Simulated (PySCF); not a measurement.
# [C2H10NSi2]− (SMILES C[SiH-]CN[SiH3]) at 6 levels

We compute a comparison of 6 runs (HF/STO-3G, B3LYP/6-31G*, TPSS/6-31G*, PBE0/def2-SVP, B3LYP/def2-SVPD, MP2/6-311+G**) of [C2H10NSi2]−. Input form: a Python script.

Program for the calculation: PySCF 2.14.0.

2 further runs of the same task are left out: 2 set aside as unsound or not needed.

### Step 1. The structure to begin with

[C2H10NSi2]− has 15 atoms, charge -1, and is taken as a singlet. As SMILES, `C[SiH-]CN[SiH3]`. Geometry: relaxed at GFN2-xTB. This is one conformer, not always the lowest.

Bond lengths: C1–Si2 1.919 Å, Si2–C3 1.911 Å, C3–N4 1.471 Å, N4–Si5 1.694 Å, C1–H6 1.092 Å, C1–H7 1.091 Å, C1–H8 1.098 Å, Si2–H9 1.490 Å, C3–H10 1.094 Å, C3–H11 1.100 Å, N4–H12 1.013 Å, Si5–H13 1.479 Å, Si5–H14 1.480 Å, Si5–H15 1.473 Å. Some angles: C1–Si2–C3 101.8°, Si2–C3–N4 116.4°, C3–N4–Si5 123.2°, C1–Si2–H9 100.3°, C3–Si2–H9 99.9°, Si2–C1–H6 111.3°, Si2–C1–H7 109.4°, Si2–C1–H8 114.9°, Si2–C3–H10 108.7°, Si2–C3–H11 110.3°.

### Step 2. Energy and gradient at HF/STO-3G (run 1)

Contents of input.py:

```python
from pyscf import gto, scf

mol = gto.M(
    atom='''
C       -1.293360      -1.930530      -0.402410
Si       0.504380      -1.776940       0.250150
C        1.107860      -0.192860      -0.631810
N        0.240960       0.990020      -0.519250
Si       0.361110       2.111020       0.744910
H       -1.312080      -2.065310      -1.486150
H       -1.763880      -2.812640       0.035040
H       -1.943590      -1.077330      -0.169320
H        0.247180      -1.228760       1.611890
H        2.090490       0.077650      -0.234340
H        1.248310      -0.384880      -1.706030
H       -0.698670       0.719950      -0.782600
H       -0.674160       3.130730       0.470650
H        0.181620       1.730640       2.164260
H        1.703830       2.709250       0.655000
''',
    charge=-1,
    spin=0,
    max_memory=1860,
    verbose=3,
    basis='sto-3g',
)

hf = scf.RHF(mol)
hf.conv_tol = 1e-10
hf.kernel()
if not hf.converged:
    hf = hf.newton().run(hf.mo_coeff, hf.mo_occ)

e_tot = hf.e_tot
print('E(%s) = %.9f' % ('HF', e_tot))
grad = hf.nuc_grad_method().kernel()
hf.analyze()
```

On the command line:

```bash
OMP_NUM_THREADS=1 python input.py
```

The program printed:

```text
converged SCF energy = -705.399004926892
E(HF) = -705.399004927
--------------- RHF gradients ---------------
         x                y                z
0 C     0.0061054704    -0.0182910670    -0.0058046794
1 Si    -0.0304042669     0.0495499690    -0.0141453872
2 C    -0.0004363037     0.0110550369    -0.0046987050
3 N     0.0048039036    -0.0158709262     0.0197704548
4 Si    -0.0014995811    -0.0335235884    -0.0256752296
5 H     0.0024508825    -0.0007041196    -0.0058292730
6 H     0.0003825686    -0.0047424373     0.0034452843
7 H     0.0018038598     0.0092231039     0.0056792541
8 H     0.0081554891    -0.0096523017     0.0169073049
9 H     0.0012366063    -0.0018196713     0.0043896252
10 H    -0.0027654670    -0.0021245813    -0.0054633783
11 H     0.0100637487    -0.0007816413    -0.0029530621
12 H    -0.0211175003     0.0149851481    -0.0079782356
13 H    -0.0024990999    -0.0036233589     0.0267422435
14 H     0.0237196901     0.0063204350    -0.0043862167
----------------------------------------------
**** MO energy ****
MO #1   energy= -67.8469054572227  occ= 2
MO #2   energy= -67.5186367771853  occ= 2
MO #3   energy= -15.0526648337102  occ= 2
MO #4   energy= -10.7688515494747  occ= 2
MO #5   energy= -10.731724985546   occ= 2
MO #6   energy= -5.82582718020885  occ= 2
MO #7   energy= -5.5311237493525   occ= 2
MO #8   energy= -3.85176148682275  occ= 2
MO #9   energy= -3.85136029908104  occ= 2
MO #10  energy= -3.85091384655854  occ= 2
MO #11  energy= -3.55099582304341  occ= 2
MO #12  energy= -3.55081211670629  occ= 2
MO #13  energy= -3.54999622600851  occ= 2
MO #14  energy= -0.898455218235424 occ= 2
MO #15  energy= -0.662611476600871 occ= 2
MO #16  energy= -0.621736237861736 occ= 2
MO #17  energy= -0.524765937402334 occ= 2
MO #18  energy= -0.380585413185864 occ= 2
MO #19  energy= -0.348474634211157 occ= 2
MO #20  energy= -0.309494383340295 occ= 2
MO #21  energy= -0.291932956060029 occ= 2
MO #22  energy= -0.288258367964205 occ= 2
MO #23  energy= -0.285670633866176 occ= 2
MO #24  energy= -0.261053386291502 occ= 2
MO #25  energy= -0.239224234039758 occ= 2
MO #26  energy= -0.169423784979971 occ= 2
MO #27  energy= -0.106998570256685 occ= 2
MO #28  energy= -0.0535905108317885 occ= 2
MO #29  energy= 0.111425407969131  occ= 2
MO #30  energy= 0.64937473700024   occ= 0
MO #31  energy= 0.68013223000795   occ= 0
MO #32  energy= 0.695820939499126  occ= 0
MO #33  energy= 0.741708031351064  occ= 0
MO #34  energy= 0.800949434308223  occ= 0
MO #35  energy= 0.803837144628916  occ= 0
MO #36  energy= 0.865397548793587  occ= 0
MO #37  energy= 0.883371423400265  occ= 0
MO #38  energy= 0.942775307812047  occ= 0
MO #39  energy= 0.960556057665977  occ= 0
MO #40  energy= 0.971157022784737  occ= 0
MO #41  energy= 0.988317013456429  occ= 0
MO #42  energy= 1.00035888194226   occ= 0
MO #43  energy= 1.02048413366118   occ= 0
 ** Mulliken atomic charges  **
charge of    0C =     -0.28639
charge of    1Si =      0.03212
charge of    2C =     -0.15948
charge of    3N =     -0.41167
charge of    4Si =      0.70465
charge of    5H =     -0.02460
charge of    6H =     -0.02391
charge of    7H =     -0.03458
charge of    8H =     -0.28420
charge of    9H =     -0.02779
charge of   10H =     -0.02853
charge of   11H =      0.08496
charge of   12H =     -0.18513
charge of   13H =     -0.17596
charge of   14H =     -0.17948

WARN: System has nonzero charge -1; the dipole moment is origin-dependent.
Location of origin: [0. 0. 0.]

Dipole moment(X, Y, Z, Debye): -1.75396,  5.45975, -0.35474
```

It took 5.7 s on 1 thread of Intel Xeon at 2.70GHz, shared host; peak memory 0.12 GiB.

### Step 3. Energy and forces at B3LYP/6-31G(d) (spherical functions) (run 2)

Contents of run.py:

```python
# C[SiH-]CN[SiH3]
from pyscf import gto, dft

mol = gto.M(
    atom='''
C   -1.293360  -1.930530  -0.402410
Si   0.504380  -1.776940   0.250150
C    1.107860  -0.192860  -0.631810
N    0.240960   0.990020  -0.519250
Si   0.361110   2.111020   0.744910
H   -1.312080  -2.065310  -1.486150
H   -1.763880  -2.812640   0.035040
H   -1.943590  -1.077330  -0.169320
H    0.247180  -1.228760   1.611890
H    2.090490   0.077650  -0.234340
H    1.248310  -0.384880  -1.706030
H   -0.698670   0.719950  -0.782600
H   -0.674160   3.130730   0.470650
H    0.181620   1.730640   2.164260
H    1.703830   2.709250   0.655000
''',
    basis='6-31g*',
    verbose=4,
    max_memory=1860,
    charge=-1,
)

ks = dft.RKS(mol)
ks.xc = 'b3lyp'
ks.conv_tol = 1e-10
ks.grids.level = 5
ks.kernel()
if not ks.converged:
    ks = ks.newton().run(ks.mo_coeff, ks.mo_occ)

etot = ks.e_tot
print('E = %.10f Eh' % etot)
grad = ks.nuc_grad_method().kernel()
ks.analyze()
```

On the command line:

```bash
OMP_NUM_THREADS=1 python run.py
```

The program printed:

```text
PySCF version 2.14.0

[... 104 lines left out ...]
Two-electron Coulomb Energy =          625.208985719013640
[... 10 lines left out ...]
MO #8   energy= -3.49441299681554  occ= 2
[... 8 lines left out ...]
MO #17  energy= -0.397755755055522 occ= 2
[... 8 lines left out ...]
MO #26  energy= -0.139084778307453 occ= 2
[... 8 lines left out ...]
MO #35  energy= 0.272660351606117  occ= 0
[... 8 lines left out ...]
MO #44  energy= 0.379171867238469  occ= 0
[... 8 lines left out ...]
MO #53  energy= 0.690838908981981  occ= 0
[... 8 lines left out ...]
MO #62  energy= 0.920489870091115  occ= 0
[... 8 lines left out ...]
MO #71  energy= 1.10919609262721   occ= 0
[... 8 lines left out ...]
MO #80  energy= 1.36871991275163   occ= 0
[... 8 lines left out ...]
MO #89  energy= 2.21645618745618   occ= 0
[... 8 lines left out ...]
MO #98  energy= 2.86201020115472   occ= 0
[... 81 lines left out ...]
pop of  5 H 2s            0.00576
pop of  6 H 1s            0.91343
pop of  6 H 2s            0.00570
pop of  7 H 1s            0.94601
pop of  7 H 2s            0.00733
pop of  8 H 1s            1.16900
pop of  8 H 2s            0.00149
pop of  9 H 1s            0.91803
pop of  9 H 2s            0.00639
pop of  10 H 1s           0.92470
pop of  10 H 2s           0.00628
pop of  11 H 1s           0.78770
pop of  11 H 2s           0.01005
pop of  12 H 1s           1.13847
pop of  12 H 2s           0.00189
pop of  13 H 1s           1.14905
pop of  13 H 2s           0.00534
pop of  14 H 1s           1.13796
pop of  14 H 2s           0.00275
 ** Mulliken atomic charges  **
charge of    0C =     -0.52295
charge of    1Si =     -0.14962
charge of    2C =     -0.29968
charge of    3N =     -0.55620
charge of    4Si =      0.59054
charge of    5H =      0.06945
charge of    6H =      0.08087
charge of    7H =      0.04666
charge of    8H =     -0.17049
charge of    9H =      0.07559
charge of   10H =      0.06902
charge of   11H =      0.20225
charge of   12H =     -0.14036
charge of   13H =     -0.15438
charge of   14H =     -0.14071

WARN: System has nonzero charge -1; the dipole moment is origin-dependent.
Location of origin: [0. 0. 0.]

Dipole moment(X, Y, Z, Debye): -3.03132,  5.69869, -1.42945
```

It took 82 s on 1 thread of Intel Xeon at 2.70GHz, shared host; peak memory 0.98 GiB.

### Step 4. Energy and forces at TPSS/6-31G(d) (spherical functions) (run 3)

Contents of run.py:

```python
# C[SiH-]CN[SiH3]
from pyscf import gto, dft

molecule = gto.M(
    atom='''
C     -1.293360    -1.930530    -0.402410
Si     0.504380    -1.776940     0.250150
C      1.107860    -0.192860    -0.631810
N      0.240960     0.990020    -0.519250
Si     0.361110     2.111020     0.744910
H     -1.312080    -2.065310    -1.486150
H     -1.763880    -2.812640     0.035040
H     -1.943590    -1.077330    -0.169320
H      0.247180    -1.228760     1.611890
H      2.090490     0.077650    -0.234340
H      1.248310    -0.384880    -1.706030
H     -0.698670     0.719950    -0.782600
H     -0.674160     3.130730     0.470650
H      0.181620     1.730640     2.164260
H      1.703830     2.709250     0.655000
''',
    spin=0,
    charge=-1,
    max_memory=1860,
    verbose=4,
    basis='6-31g*',
)

ks = dft.RKS(molecule, xc='tpss')
ks.conv_tol = 1e-10
ks.grids.level = 5
ks.kernel()
if not ks.converged:
    ks = ks.newton().run(ks.mo_coeff, ks.mo_occ)

energy = ks.e_tot
print('E(%s) = %.9f' % ('TPSS', energy))
grad = ks.nuc_grad_method().kernel()
dip = ks.dip_moment()
pop, q = ks.mulliken_pop()
```

On the command line:

```bash
OMP_NUM_THREADS=1 python run.py
```

The program printed:

```text
PySCF version 2.14.0

[... 86 lines left out ...]
converged SCF energy = -715.982117998841
[... 14 lines left out ...]
WARN: System has nonzero charge -1; the dipole moment is origin-dependent.
[... 2 lines left out ...]
Dipole moment(X, Y, Z, Debye): -3.06684,  5.61516, -1.53619
[... 75 lines left out ...]
pop of  4 Si 3dyz         0.04406
pop of  4 Si 3dz^2        0.10208
pop of  4 Si 3dxz         0.01084
pop of  4 Si 3dx2-y2      0.02263
pop of  5 H 1s            0.53299
pop of  5 H 2s            0.36664
pop of  6 H 1s            0.53244
pop of  6 H 2s            0.35182
pop of  7 H 1s            0.53411
pop of  7 H 2s            0.37900
pop of  8 H 1s            0.51645
pop of  8 H 2s            0.64587
pop of  9 H 1s            0.53924
pop of  9 H 2s            0.34762
pop of  10 H 1s           0.53898
pop of  10 H 2s           0.35786
pop of  11 H 1s           0.51494
pop of  11 H 2s           0.16993
pop of  12 H 1s           0.52011
pop of  12 H 2s           0.61530
pop of  13 H 1s           0.51940
pop of  13 H 2s           0.60560
pop of  14 H 1s           0.52191
pop of  14 H 2s           0.60377
 ** Mulliken atomic charges  **
charge of    0C =     -0.63376
charge of    1Si =     -0.11963
charge of    2C =     -0.31639
charge of    3N =     -0.65165
charge of    4Si =      0.43541
charge of    5H =      0.10037
charge of    6H =      0.11575
charge of    7H =      0.08688
charge of    8H =     -0.16231
charge of    9H =      0.11314
charge of   10H =      0.10316
charge of   11H =      0.31513
charge of   12H =     -0.13541
charge of   13H =     -0.12501
charge of   14H =     -0.12568
```

Wall time 94 s (1 thread of Intel Xeon at 2.70GHz, shared host); peak memory 0.98 GiB.

Runs 4 to 5 aren't shown in full; the table further down has their settings and results.

### Step 5. Energy and forces at MP2/6-311+G(d,p) (run 6)

Contents of run.py:

```python
# C[SiH-]CN[SiH3]
from pyscf import gto, scf, mp

mol = gto.Mole()
mol.atom = '''
C       -1.293360      -1.930530      -0.402410
Si       0.504380      -1.776940       0.250150
C        1.107860      -0.192860      -0.631810
N        0.240960       0.990020      -0.519250
Si       0.361110       2.111020       0.744910
H       -1.312080      -2.065310      -1.486150
H       -1.763880      -2.812640       0.035040
H       -1.943590      -1.077330      -0.169320
H        0.247180      -1.228760       1.611890
H        2.090490       0.077650      -0.234340
H        1.248310      -0.384880      -1.706030
H       -0.698670       0.719950      -0.782600
H       -0.674160       3.130730       0.470650
H        0.181620       1.730640       2.164260
H        1.703830       2.709250       0.655000
'''
mol.verbose = 3
mol.charge = -1
mol.max_memory = 1860
mol.basis = '6-311+g**'
mol.build()

calc0 = scf.RHF(mol)
calc0.conv_tol = 1e-10
calc0.kernel()
if not calc0.converged:
    calc0 = calc0.newton().run(calc0.mo_coeff, calc0.mo_occ)

pt = mp.MP2(calc0, frozen=13).run()
e_tot = pt.e_tot
print('E = %.10f Eh' % e_tot)
grad = pt.nuc_grad_method().kernel()
calc0.analyze()
```

On the command line:

```bash
OMP_NUM_THREADS=1 python run.py
```

The program printed:

```text
converged SCF energy = -713.891034284056
[... 24 lines left out ...]
MO #13  energy= -3.98398977592015  occ= 2
[... 13 lines left out ...]
MO #27  energy= -0.244938898765143 occ= 2
[... 13 lines left out ...]
MO #41  energy= 0.264373015645171  occ= 0
[... 13 lines left out ...]
MO #55  energy= 0.438092571738464  occ= 0
[... 13 lines left out ...]
MO #69  energy= 0.658584817709816  occ= 0
[... 13 lines left out ...]
MO #83  energy= 0.994242749530891  occ= 0
[... 13 lines left out ...]
MO #97  energy= 1.29614260499122   occ= 0
[... 13 lines left out ...]
MO #111 energy= 1.70338007852178   occ= 0
[... 13 lines left out ...]
MO #125 energy= 2.07882145113468   occ= 0
[... 13 lines left out ...]
MO #139 energy= 2.55102912160564   occ= 0
[... 13 lines left out ...]
MO #153 energy= 3.07670181592523   occ= 0
[... 13 lines left out ...]
MO #167 energy= 4.09827844454358   occ= 0
MO #168 energy= 4.30700395308232   occ= 0
MO #169 energy= 4.32579981310084   occ= 0
MO #170 energy= 4.33785448655738   occ= 0
MO #171 energy= 4.60775222737399   occ= 0
MO #172 energy= 5.01342663770484   occ= 0
MO #173 energy= 5.37960150108245   occ= 0
MO #174 energy= 6.43095442022766   occ= 0
MO #175 energy= 6.44100589407784   occ= 0
MO #176 energy= 12.4516887229342   occ= 0
MO #177 energy= 12.4663630651498   occ= 0
MO #178 energy= 12.5309213754263   occ= 0
MO #179 energy= 12.5554833696448   occ= 0
MO #180 energy= 12.5763136368724   occ= 0
MO #181 energy= 12.5961750035047   occ= 0
MO #182 energy= 25.1712590978319   occ= 0
MO #183 energy= 25.2817542867838   occ= 0
MO #184 energy= 37.1058234149724   occ= 0
MO #185 energy= 144.210770940617   occ= 0
MO #186 energy= 144.244141130509   occ= 0
 ** Mulliken atomic charges  **
charge of    0C =     -0.54737
charge of    1Si =     -0.07342
charge of    2C =     -0.29489
charge of    3N =     -0.65444
charge of    4Si =      0.78625
charge of    5H =      0.06935
charge of    6H =      0.08002
charge of    7H =      0.04278
charge of    8H =     -0.21071
charge of    9H =      0.06721
charge of   10H =      0.06734
charge of   11H =      0.21079
charge of   12H =     -0.17962
charge of   13H =     -0.18462
charge of   14H =     -0.17867

WARN: System has nonzero charge -1; the dipole moment is origin-dependent.
Location of origin: [0. 0. 0.]

Dipole moment(X, Y, Z, Debye): -3.48769,  6.85421, -1.09212
```

Wall time 3.2 min (1 thread of Intel Xeon at 2.70GHz, shared host); peak memory 2.2 GiB.

### Step 6. Overview of the runs

| run | level | integration grid | frozen core orbitals | energy (Eh) | HOMO energy (eV) | LUMO energy (eV) | HOMO–LUMO gap (eV) | wall time |
| --- | --- | --- | --- | --- | --- | --- | --- | --- |
| 1 | HF/STO-3G | – | – | -705.399005 | 3.03 | 17.67 | 14.64 | 5.7 s |
| 2 | B3LYP/6-31G* (spherical functions) | 5 | – | -715.949284 | 1.19 | 4.48 | 3.28 | 82 s |
| 3 | TPSS/6-31G* (spherical functions) | 5 | – | -715.982118 | 1.76 | 4.03 | 2.27 | 94 s |
| 4 | PBE0/def2-SVP | 5 | – | -715.258820 | 0.91 | 4.77 | 3.87 | 78 s |
| 5 | B3LYP/def2-SVPD | 5 | – | -715.738234 | 0.62 | 3.56 | 2.95 | 2.9 min |
| 6 | MP2/6-311+G** | – | 13 | -714.605337 | -1.54 | 4.12 | 5.66 | 3.2 min |

### Step 7. Outcome

```
                                                    quantity          value
                                         run 6: total energy  -714.60534 Eh
                  run 6: HOMO energy (Hartree–Fock orbitals)       -1.54 eV
                  run 6: LUMO energy (Hartree–Fock orbitals)        4.12 eV
run 6: HOMO–LUMO gap (to an unbound level, set by the basis)        5.66 eV
         run 6: correlation energy (13 core orbitals frozen)     -714.3 mEh
                             run 6: largest force on an atom     1.724 eV/Å
```

What this shows: Over runs 1, 2, 3, 4, 5 the HOMO–LUMO gap runs from 2.27 eV (TPSS/6-31G*) to 14.64 eV (HF/STO-3G). The two ends differ in method and basis. The empty levels of an anion lie above zero and hang on the basis. Totals of different functionals can't be ranked against each other. In runs 1, 2, 3, 4, 5 the HOMO lies above zero, so the outermost electron may be held by the basis alone. In run 1 the basis is minimal, so the values are rough. All runs together took 10 min, the longest 3.2 min.
